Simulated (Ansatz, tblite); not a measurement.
**The cluster Hg₃S₂: a ladder of methods and basis sets**

Aim: run the singlet of the cluster Hg₃S₂ at one geometry on many levels, and compare frontier levels, spin and run time.

Method: as each input shows; program: Ansatz 0.2.0, Gaussian basis.

The runs, in order: GFN1-xTB, GFN2-xTB, PBE-D4/def2-TZVP, r2SCAN-D4/def2-TZVP, B97M-V/def2-TZVP, LDA/def2-TZVP, PBE-D4/def2-SVP, PBE0-D4/def2-SVP, PBE0-D4/def2-TZVPD, PBE-D4/def2-TZVPD, r2SCAN-D4/def2-TZVPD, CCSD(T)/def2-SVP, MP2/def2-TZVP.

4 further runs of the same task are left out: 1 that didn't finish, 3 set aside as unsound or not needed. Runs told in other sessions of the task aren't counted.

### 1 The geometry

The geometry is that of the singlet, from an earlier relaxation (B3LYP-D4/def2-SVP). At that level it is the lowest of the isomers that a small search found.

5 atoms, charge 0, spin multiplicity 1.

Bond lengths: Hg1–S4 2.777 Å, Hg1–S5 2.776 Å, Hg2–Hg3 2.989 Å, Hg3–S4 2.610 Å, Hg3–S5 2.610 Å, S4–S5 2.330 Å. Angles: S4–Hg1–S5 49.6°, Hg2–Hg3–S4 153.3°, Hg2–Hg3–S5 153.7°, S4–Hg3–S5 53.0°, Hg1–S4–Hg3 128.7°, Hg1–S4–S5 65.2°, Hg3–S4–S5 63.5°, Hg1–S5–Hg3 128.7°, Hg1–S5–S4 65.2°, Hg3–S5–S4 63.5°.

As a file:

| atom | x (Å) | y (Å) | z (Å) |
| --- | --- | --- | --- |
| Hg1 | 1.8633 | -2.8436 | -1.0164 |
| Hg2 | -2.2692 | 3.4304 | 1.2429 |
| Hg3 | -0.6861 | 1.0498 | 0.3713 |
| S4 | 1.1228 | -0.8009 | 0.7132 |
| S5 | -0.0308 | -0.8357 | -1.3110 |

Hg takes a core potential in the def2 sets. No spin-orbit coupling is included.

PBE0-D4/def2-TZVP was run before; its log isn't repeated, and its numbers join the tables.

### 2 GFN1-xTB

Tight binding, by tblite at 300 K electronic temperature and without a spin-polarisation term:

```python
tblite.interface.Calculator('GFN1-xTB', numbers, positions, charge=0, uhf=0).singlepoint()
```

Energy -274.3038 eV, HOMO -10.05 eV, LUMO -9.09 eV; 0.003 s.

### 3 GFN2-xTB

Tight binding, by tblite at 300 K electronic temperature and without a spin-polarisation term:

```python
tblite.interface.Calculator('GFN2-xTB', numbers, positions, charge=0, uhf=0).singlepoint()
```

Energy -244.8667 eV, HOMO -9.97 eV, LUMO -9.56 eV; 0.004 s.

### 4 PBE-D4/def2-TZVP

start.molden holds the orbitals of an earlier run on this state, given as this run's starting guess.

File in.yaml:

```yaml
crystal:
  periodic: [false, false, false]
  atoms:
    - {symbol: Hg, position_ang: [1.863327, -2.843615, -1.016402]}
    - {symbol: Hg, position_ang: [-2.269196, 3.430375, 1.242889]}
    - {symbol: Hg, position_ang: [-0.686100, 1.049812, 0.371299]}
    - {symbol: S, position_ang: [1.122753, -0.800906, 0.713176]}
    - {symbol: S, position_ang: [-0.030774, -0.835665, -1.310952]}
basis:
  gaussian: {orbitals: def2-TZVP, initial_orbitals: start.molden}
hamiltonian: {xc: pbe, dispersion: d4}
scf: {omitted_lower_state_checks: [starts]}
output: {orbitals: {seedname: orbitals}}
```

Run with:

```sh
$ ansatz run in.yaml --threads 4 --pin off --events-out ev --progress --plain --max-ram 4787MiB
```

Further steps of the session: r2SCAN-D4/def2-TZVP; B97M-V/def2-TZVP; LDA/def2-TZVP; PBE-D4/def2-SVP; PBE0-D4/def2-SVP; PBE0-D4/def2-TZVPD; PBE-D4/def2-TZVPD; r2SCAN-D4/def2-TZVPD; CCSD(T)/def2-SVP; MP2/def2-TZVP.

**Question.** What will the summary of the whole plan be? Wanted: gap in def2-TZVP, named functionals, smallest and largest; correlation energy, CCSD(T)/def2-SVP; correlation energy, MP2/def2-TZVP; binding an atom, functionals in def2-TZVP; PBE0 total energy, smallest basis above largest.

The runs gave:

```
                                                 quantity                                   value
gap in def2-TZVP, named functionals, smallest and largest  0.05 eV (r2SCAN-D4), 1.46 eV (PBE0-D4)
                     correlation energy, CCSD(T)/def2-SVP                               -37.47 eV
                        correlation energy, MP2/def2-TZVP                               -47.17 eV
                binding an atom, functionals in def2-TZVP         0.67 (PBE0-D4) to 1.13 eV (LDA)
          PBE0 total energy, smallest basis above largest          8.11 eV (def2-SVP, def2-TZVPD)
```

What this shows: Over the named functionals in def2-TZVP the gap runs from 0.05 eV (r2SCAN-D4) to 1.46 eV (PBE0-D4); exact exchange widens it. LDA, PBE-D4 leave an empty level below a filled one, so this occupation isn't an aufbau state there; left out of the range. Notes on CCSD(T)/def2-SVP: large T1 diagnostic.
